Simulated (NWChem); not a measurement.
**C8H18 (3-ethyl-2-methylpentane): levels of theory compared**

We compute a comparison of 3 runs (HF/STO-3G, HF/3-21G, B3LYP/6-31G*) of C8H18 (3-ethyl-2-methylpentane). 

The results are computed with NWChem 7.3.0.

**1. Starting point**

The species is C8H18 (26 atoms), meant as a singlet with charge 0. As SMILES, `CCC(CC)C(C)C`. The coordinates come from a PBE0-D4/def2-TZVP relaxation. This is one conformer, not always the lowest.

Some bond lengths: C1–C2 1.521 Å, C2–C3 1.539 Å, C3–C4 1.528 Å, C4–C5 1.519 Å, C3–C6 1.539 Å, C6–C7 1.523 Å, C6–C8 1.522 Å, C1–H9 1.093 Å, C1–H10 1.094 Å, C1–H11 1.092 Å, C2–H12 1.094 Å, C2–H13 1.096 Å, C3–H14 1.100 Å, C4–H15 1.096 Å, C4–H16 1.096 Å, C5–H17 1.093 Å. Some angles: C1–C2–C3 113.9°, C2–C3–C4 112.2°, C2–C3–C6 113.2°, C4–C3–C6 111.1°, C3–C4–C5 114.6°, C3–C6–C7 113.5°, C3–C6–C8 111.6°, C7–C6–C8 110.6°, C1–C2–H12 108.2°, C1–C2–H13 109.7°.

**2. Energy and forces at HF/STO-3G (run 1)**

File run.py:

```python
from ase import Atoms
from ase.calculators.nwchem import NWChem

system = Atoms(['C', 'C', 'C', 'C', 'C', 'C', 'C', 'C', 'H', 'H', 'H', 'H', 'H', 'H', 'H', 'H', 'H', 'H', 'H', 'H', 'H', 'H', 'H', 'H', 'H', 'H'], positions=[
    [-0.078100, -1.538000, -1.928000],
    [0.181200, -0.203300, -1.246600],
    [-0.192100, -0.183300, 0.245900],
    [-1.529000, 0.511800, 0.497500],
    [-2.719800, -0.144500, -0.180700],
    [0.914700, 0.403000, 1.140300],
    [1.286200, 1.837600, 0.787400],
    [2.152600, -0.483100, 1.153600],
    [0.181200, -1.502800, -2.989200],
    [0.519600, -2.329000, -1.466100],
    [-1.126400, -1.835200, -1.850700],
    [1.239700, 0.043000, -1.370200],
    [-0.364200, 0.590100, -1.769900],
    [-0.312900, -1.227900, 0.567500],
    [-1.461700, 1.554800, 0.167900],
    [-1.706300, 0.545000, 1.578900],
    [-2.630100, -0.121000, -1.269500],
    [-2.820200, -1.191200, 0.121200],
    [-3.649600, 0.366600, 0.079900],
    [0.510000, 0.410000, 2.161200],
    [2.045900, 2.216600, 1.475700],
    [1.700100, 1.905400, -0.222800],
    [0.427900, 2.510200, 0.842500],
    [1.904900, -1.506200, 1.449000],
    [2.628000, -0.526900, 0.169300],
    [2.898300, -0.101700, 1.855900],
])

calc = NWChem(
    label='c8h18',
    theory='scf',
    memory='2200 mb',
    basis='STO-3G',
    basispar='spherical bse',
    scf={'nopen': '0', 'rhf': None, 'thresh': '1e-08', 'maxiter': '80'},
)
system.calc = calc

forces = system.get_forces()
print(f"energy = {system.get_potential_energy():.6f} eV")
print("forces (eV/A):")
for s, f in zip(system.symbols, forces):
    print(f"{s:2s} {f[0]:10.5f} {f[1]:10.5f} {f[2]:10.5f}")
print("dipole (e A):", system.get_dipole_moment().round(4))
```

The run is started by

```sh
$ export ASE_NWCHEM_COMMAND="nwchem PREFIX.nwi > PREFIX.nwo"
$ python run.py
```

What it wrote:

```text
energy = -8429.325012 eV
forces (eV/A):
C    -0.24600   -1.21572   -0.47473
C     0.56827    1.25326   -0.77987
C    -0.05554   -1.45967    0.18162
C    -0.19237    1.37461    0.81648
C    -1.02114   -0.67234   -0.61074
C    -0.54903    0.12830    1.09452
C     0.46501    1.30237   -0.39353
C     1.22292   -0.81926   -0.08027
H    -0.04829    0.08037    0.30339
H    -0.15529    0.26282   -0.13863
H     0.31722    0.12336   -0.03502
H    -0.34612   -0.16291    0.02453
H     0.14002   -0.31254    0.13550
H     0.04263    0.41744   -0.09148
H    -0.08747   -0.36731    0.06669
H     0.00704   -0.07040   -0.35630
H     0.00103    0.03553    0.36289
H     0.05029    0.34175   -0.06171
H     0.28858   -0.08773   -0.00314
H     0.18003    0.00956   -0.29897
H    -0.23484   -0.14640   -0.16548
H    -0.15781   -0.02515    0.36510
H     0.23176   -0.25351    0.01322
H     0.03492    0.33507   -0.07004
H    -0.18533    0.01656    0.36103
H    -0.27053   -0.08809   -0.16496
dipole (e A): [-0.0009  0.0046  0.0112]
```

The calculator wrote c8h18.nwi:

```
title "c8h18"

permanent_dir c8h18

scratch_dir c8h18

start c8h18

geometry units angstrom nocenter noautosym noautoz
  C  -7.8100000000000003e-02 -1.5380000000000000e+00 -1.9279999999999999e+00
  C  1.8120000000000000e-01 -2.0330000000000001e-01 -1.2465999999999999e+00
  C  -1.9209999999999999e-01 -1.8329999999999999e-01 2.4590000000000001e-01
  C  -1.5289999999999999e+00 5.1180000000000003e-01 4.9750000000000000e-01
  C  -2.7198000000000002e+00 -1.4449999999999999e-01 -1.8070000000000000e-01
  C  9.1469999999999996e-01 4.0300000000000002e-01 1.1403000000000001e+00
  C  1.2862000000000000e+00 1.8375999999999999e+00 7.8739999999999999e-01
  C  2.1526000000000001e+00 -4.8309999999999997e-01 1.1536000000000000e+00
  H  1.8120000000000000e-01 -1.5027999999999999e+00 -2.9891999999999999e+00
  H  5.1959999999999995e-01 -2.3290000000000002e+00 -1.4661000000000000e+00
  H  -1.1264000000000001e+00 -1.8351999999999999e+00 -1.8507000000000000e+00
  H  1.2397000000000000e+00 4.2999999999999997e-02 -1.3702000000000001e+00
  H  -3.6420000000000002e-01 5.9009999999999996e-01 -1.7699000000000000e+00
  H  -3.1290000000000001e-01 -1.2279000000000000e+00 5.6750000000000000e-01
  H  -1.4617000000000000e+00 1.5548000000000000e+00 1.6789999999999999e-01
  H  -1.7062999999999999e+00 5.4500000000000004e-01 1.5789000000000000e+00
  H  -2.6301000000000001e+00 -1.2100000000000000e-01 -1.2695000000000001e+00
  H  -2.8201999999999998e+00 -1.1912000000000000e+00 1.2120000000000000e-01
  H  -3.6496000000000000e+00 3.6659999999999998e-01 7.9899999999999999e-02
  H  5.1000000000000001e-01 4.0999999999999998e-01 2.1612000000000000e+00
  H  2.0459000000000001e+00 2.2166000000000001e+00 1.4757000000000000e+00
  H  1.7000999999999999e+00 1.9054000000000000e+00 -2.2280000000000000e-01
  H  4.2790000000000000e-01 2.5102000000000002e+00 8.4250000000000003e-01
  H  1.9049000000000000e+00 -1.5062000000000000e+00 1.4490000000000001e+00
  H  2.6280000000000001e+00 -5.2690000000000003e-01 1.6930000000000001e-01
  H  2.8982999999999999e+00 -1.0170000000000000e-01 1.8559000000000001e+00
end

memory 2200 mb

basis spherical bse noprint
   * library STO-3G
end

scf
  nopen 0
  rhf
  thresh 1e-08
  maxiter 80
end

task scf gradient
```

c8h18.nwo:

```text
Northwest Computational Chemistry Package (NWChem) 7.3.0
             --------------------------------------------------------

           Job information
           ---------------

    nwchem branch   = 7.3.0
    use scalapack   = T
    input           = c8h18.nwi
    prefix          = c8h18.
    data base       = c8h18/c8h18.db
    status          = startup
    nproc           =        1

           Memory information
           ------------------

[... 5 lines left out ...]
    hardfail = no
[... 167 lines left out ...]
         Quadratically convergent ROHF
[... 14 lines left out ...]
       Final RHF  results
[... 4 lines left out ...]
      Two-electron energy =    520.200673058321
[... 52 lines left out ...]
                       ROHF Final Molecular Orbital Analysis
[... 318 lines left out ...]
                 ----------------------------------------
                 |  Time  |  1-e(secs)   |  2-e(secs)   |
                 ----------------------------------------
                 |  CPU   |       0.02   |       6.55   |
                 ----------------------------------------
                 |  WALL  |       0.02   |       6.55   |
                 ----------------------------------------

 Task  times  cpu:       47.6s     wall:       47.6s
 Total times  cpu:       47.8s     wall:       47.8s
```

It took 52 s on 1 thread of AMD EPYC (Zen 3), shared host; peak memory 0.098 GiB.

**3. Energy and gradient at HF/3-21G (run 2)**

File mymol.nw:

```
start mymol
title "C8H18 hf"
memory stack 880 mb heap 220 mb global 1100 mb

geometry units angstrom noautosym nocenter noautoz
  C    -0.078100   -1.538000   -1.928000
  C     0.181200   -0.203300   -1.246600
  C    -0.192100   -0.183300    0.245900
  C    -1.529000    0.511800    0.497500
  C    -2.719800   -0.144500   -0.180700
  C     0.914700    0.403000    1.140300
  C     1.286200    1.837600    0.787400
  C     2.152600   -0.483100    1.153600
  H     0.181200   -1.502800   -2.989200
  H     0.519600   -2.329000   -1.466100
  H    -1.126400   -1.835200   -1.850700
  H     1.239700    0.043000   -1.370200
  H    -0.364200    0.590100   -1.769900
  H    -0.312900   -1.227900    0.567500
  H    -1.461700    1.554800    0.167900
  H    -1.706300    0.545000    1.578900
  H    -2.630100   -0.121000   -1.269500
  H    -2.820200   -1.191200    0.121200
  H    -3.649600    0.366600    0.079900
  H     0.510000    0.410000    2.161200
  H     2.045900    2.216600    1.475700
  H     1.700100    1.905400   -0.222800
  H     0.427900    2.510200    0.842500
  H     1.904900   -1.506200    1.449000
  H     2.628000   -0.526900    0.169300
  H     2.898300   -0.101700    1.855900
end

basis "ao basis" spherical bse
  * library 3-21G
end

scf
  thresh 1e-08
  maxiter 80
end

task scf gradient
```

The run is started by

```sh
$ nwchem mymol.nw > mymol.out
```

What it wrote:

```text
[...]
  functions       =   108
[...]
  wavefunction    = RHF
[...]
         Total SCF energy =   -311.698480532679
      One-electron energy =  -1248.068952719494
      Two-electron energy =    518.513151274602
 Nuclear repulsion energy =    417.857320912213
        Time for solution =     39.6s
[...]
                         RHF ENERGY GRADIENTS
    atom               coordinates                        gradient
                 x          y          z           x          y          z
   1 C      -0.147588  -2.906399  -3.643392    0.003855   0.016421   0.006751
   2 C       0.342418  -0.384181  -2.355732   -0.008442  -0.018729   0.009269
   3 C      -0.363016  -0.346387   0.464684    0.000552   0.017993  -0.003296
   4 C      -2.889391   0.967162   0.940139    0.000258  -0.018537  -0.010984
   5 C      -5.139677  -0.273065  -0.341473    0.013513   0.008862   0.008626
   6 C       1.728532   0.761560   2.154855    0.008350  -0.000922  -0.015200
   7 C       2.430566   3.472560   1.487970   -0.004585  -0.015742   0.005841
   8 C       4.067824  -0.912927   2.179988   -0.014652   0.009880   0.001710
   9 H       0.342418  -2.839880  -5.648769    0.001071  -0.000425  -0.005211
  10 H       0.981902  -4.401172  -2.770527    0.002574  -0.004358   0.002249
  11 H      -2.128587  -3.468025  -3.497316   -0.005905  -0.002061   0.000586
[...]
```

It took 47 s on 1 thread of AMD EPYC (Zen 3), shared host; peak memory 0.099 GiB.

**4. Energy and forces at B3LYP/6-31G(d) (Cartesian functions) (run 3)**

File run.xyz:

```xyz
26
C8H18
C     -0.078100    -1.538000    -1.928000
C      0.181200    -0.203300    -1.246600
C     -0.192100    -0.183300     0.245900
C     -1.529000     0.511800     0.497500
C     -2.719800    -0.144500    -0.180700
C      0.914700     0.403000     1.140300
C      1.286200     1.837600     0.787400
C      2.152600    -0.483100     1.153600
H      0.181200    -1.502800    -2.989200
H      0.519600    -2.329000    -1.466100
H     -1.126400    -1.835200    -1.850700
H      1.239700     0.043000    -1.370200
H     -0.364200     0.590100    -1.769900
H     -0.312900    -1.227900     0.567500
H     -1.461700     1.554800     0.167900
H     -1.706300     0.545000     1.578900
H     -2.630100    -0.121000    -1.269500
H     -2.820200    -1.191200     0.121200
H     -3.649600     0.366600     0.079900
H      0.510000     0.410000     2.161200
H      2.045900     2.216600     1.475700
H      1.700100     1.905400    -0.222800
H      0.427900     2.510200     0.842500
H      1.904900    -1.506200     1.449000
H      2.628000    -0.526900     0.169300
H      2.898300    -0.101700     1.855900
```

File run.py:

```python
from ase.io import read
from ase.calculators.nwchem import NWChem

molecule = read('run.xyz')

calc = NWChem(
    label='run',
    theory='dft',
    memory='2200 mb',
    basis='6-31G*',
    dft={'xc': 'b3lyp', 'mult': '1', 'grid': 'fine', 'convergence': 'energy 1e-08', 'iterations': '100', 'mulliken': None, 'print': 'low'},
)
molecule.calc = calc

forces = molecule.get_forces()
e = molecule.get_potential_energy()
print(f"E = {e:.6f} eV")
print("forces (eV/A):")
for s, f in zip(molecule.symbols, forces):
    print(f"{s:2s} {f[0]:10.5f} {f[1]:10.5f} {f[2]:10.5f}")
```

The run is started by

```sh
$ export ASE_NWCHEM_COMMAND="nwchem PREFIX.nwi > PREFIX.nwo"
$ python run.py
```

What it wrote:

```text
E = -8590.703445 eV
forces (eV/A):
C    -0.03111   -0.19078   -0.12938
C     0.10408    0.18034   -0.16090
C    -0.02005   -0.19674    0.05831
C    -0.06957    0.18198    0.13406
C    -0.21196   -0.07137   -0.08469
C    -0.05800   -0.00144    0.19669
C     0.07754    0.24683   -0.02443
C     0.21654   -0.13251    0.03862
H     0.02731   -0.01008   -0.12732
H     0.05698   -0.10099    0.02900
H    -0.09570   -0.04859   -0.01224
H     0.08279    0.01322   -0.06443
H    -0.03270    0.07369   -0.08284
H    -0.02170   -0.08922    0.04937
H    -0.02669    0.10315   -0.01702
H    -0.04726    0.01769    0.10593
H    -0.01867   -0.00350   -0.10212
H    -0.03255   -0.10860    0.02623
H    -0.12105    0.04931    0.02479
H    -0.01121    0.00571    0.11076
H     0.08603    0.06700    0.07071
H     0.04556    0.04319   -0.08659
H    -0.07112    0.09482    0.00437
H    -0.00093   -0.12105    0.03841
H     0.07472   -0.02489   -0.07595
H     0.09863    0.02283    0.08063
```

The calculator wrote run.nwi:

```
title "run"

permanent_dir run

scratch_dir run

start run

geometry units angstrom nocenter noautosym noautoz
  C  -7.8100000000000003e-02 -1.5380000000000000e+00 -1.9279999999999999e+00
  C  1.8120000000000000e-01 -2.0330000000000001e-01 -1.2465999999999999e+00
  C  -1.9209999999999999e-01 -1.8329999999999999e-01 2.4590000000000001e-01
  C  -1.5289999999999999e+00 5.1180000000000003e-01 4.9750000000000000e-01
  C  -2.7198000000000002e+00 -1.4449999999999999e-01 -1.8070000000000000e-01
  C  9.1469999999999996e-01 4.0300000000000002e-01 1.1403000000000001e+00
  C  1.2862000000000000e+00 1.8375999999999999e+00 7.8739999999999999e-01
  C  2.1526000000000001e+00 -4.8309999999999997e-01 1.1536000000000000e+00
  H  1.8120000000000000e-01 -1.5027999999999999e+00 -2.9891999999999999e+00
  H  5.1959999999999995e-01 -2.3290000000000002e+00 -1.4661000000000000e+00
  H  -1.1264000000000001e+00 -1.8351999999999999e+00 -1.8507000000000000e+00
  H  1.2397000000000000e+00 4.2999999999999997e-02 -1.3702000000000001e+00
  H  -3.6420000000000002e-01 5.9009999999999996e-01 -1.7699000000000000e+00
  H  -3.1290000000000001e-01 -1.2279000000000000e+00 5.6750000000000000e-01
  H  -1.4617000000000000e+00 1.5548000000000000e+00 1.6789999999999999e-01
  H  -1.7062999999999999e+00 5.4500000000000004e-01 1.5789000000000000e+00
  H  -2.6301000000000001e+00 -1.2100000000000000e-01 -1.2695000000000001e+00
  H  -2.8201999999999998e+00 -1.1912000000000000e+00 1.2120000000000000e-01
  H  -3.6496000000000000e+00 3.6659999999999998e-01 7.9899999999999999e-02
  H  5.1000000000000001e-01 4.0999999999999998e-01 2.1612000000000000e+00
  H  2.0459000000000001e+00 2.2166000000000001e+00 1.4757000000000000e+00
  H  1.7000999999999999e+00 1.9054000000000000e+00 -2.2280000000000000e-01
  H  4.2790000000000000e-01 2.5102000000000002e+00 8.4250000000000003e-01
  H  1.9049000000000000e+00 -1.5062000000000000e+00 1.4490000000000001e+00
  H  2.6280000000000001e+00 -5.2690000000000003e-01 1.6930000000000001e-01
  H  2.8982999999999999e+00 -1.0170000000000000e-01 1.8559000000000001e+00
end

memory 2200 mb

basis noprint
   * library 6-31G*
end

dft
  xc b3lyp
  mult 1
  grid fine
  convergence energy 1e-08
  iterations 100
  mulliken
  print low
end

task dft gradient
```

run.nwo:

```text
Northwest Computational Chemistry Package (NWChem) 7.3.0
             --------------------------------------------------------

           Job information
           ---------------

    nwchem branch   = 7.3.0
    use scalapack   = T
    input           = run.nwi
    prefix          = run.
    data base       = run/run.db
    status          = startup
    nproc           =        1

           Memory information
           ------------------

[... 5 lines left out ...]
    hardfail = no
[... 37 lines left out ...]
            Nuclear Dipole moment (a.u.)
[... 123 lines left out ...]
         Total DFT energy =     -315.702531177103
[... 1 line left out ...]
           Coulomb energy =      568.351780081232
[... 1 line left out ...]
 Nuclear repulsion energy =      417.857320912212
[... 29 lines left out ...]
                         DFT ENERGY GRADIENTS

    atom               coordinates                        gradient
                 x          y          z           x          y          z
   1 C      -0.147588  -2.906399  -3.643392    0.000605   0.003710   0.002516
   2 C       0.342418  -0.384181  -2.355732   -0.002024  -0.003507   0.003129
   3 C      -0.363016  -0.346387   0.464684    0.000390   0.003826  -0.001134
[... 22 lines of this table left out ...]
  26 H       5.476993  -0.192185   3.507142   -0.001918  -0.000444  -0.001568

 Task  times  cpu:      261.2s     wall:      261.2s
 Total times  cpu:      261.3s     wall:      261.3s
```

Run time: 4.4 min. Hardware: 1 thread of AMD EPYC (Zen 3), shared host; peak memory 0.14 GiB.

**5. Overview of the runs**

| run | level | Cartesian functions | iteration cap | energy (Eh) | dipole moment (D) | HOMO energy (eV) | LUMO energy (eV) | wall time |
| --- | --- | --- | --- | --- | --- | --- | --- | --- |
| 1 | HF/STO-3G | no | 80 | -309.771983 | 0.06 | -10.50 | 15.40 | 52 s |
| 2 | HF/3-21G | no | 80 | -311.698481 | 0.09 | -11.51 | 6.72 | 47 s |
| 3 | B3LYP/6-31G* (Cartesian functions) | yes | 100 | -315.702531 | – | – | – | 4.4 min |

**6. Outcome**

```
                       quantity          value
            run 3: total energy  -315.70253 Eh
run 3: largest force on an atom     0.263 eV/Å
```

In words: In run 1 the basis is minimal, so the values are rough. All runs together took 6.1 min, the longest 4.4 min.
